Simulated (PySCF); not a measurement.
Molecule: C2GeH4, in a box.

```
C Ge H
1.0
    13.00000    0.00000    0.00000
     0.00000   14.00000    0.00000
     0.00000    0.00000   12.00000
C Ge H
2 1 4
Cartesian
  5.3468 5.6117 6.3764
  5.8265 6.7077 6.2764
  6.6018 8.4453 6.1933
  4.8644 4.6904 6.4697
  6.2796 9.0513 4.7890
  6.0322 9.3837 7.2956
  8.1019 8.3805 6.3467
```

The cell isn't the ideal one: atoms moved at random, drawn with an rms of 0.05 Å.

Base run:

| Item | Value |
| --- | --- |
| Program | PySCF 2.14.0 |
| Functional | SOGGA11 |
| Potentials or basis | def2-svp (all-electron) |
| k mesh | 1 × 1 × 1 |
| Occupations | fixed |
| Spin | no spin polarisation |

Its results: gap between the frontier levels 6.13 eV.

Problem. The run is repeated on the same cell with these changes: functional from SOGGA11 to SCAN0. What comes out?

Solution. Gap between the frontier levels 8.76 eV.

SCAN0 gives the wider gap, since exact exchange removes part of the self-interaction.

Caveats: this is a molecule in a periodic box at the Γ point, so its band gap is the HOMO-LUMO gap; relativity is left out, which matters for the heavier elements; the basis of atomic orbitals isn't converged, which shifts pressures, moduli and gaps.

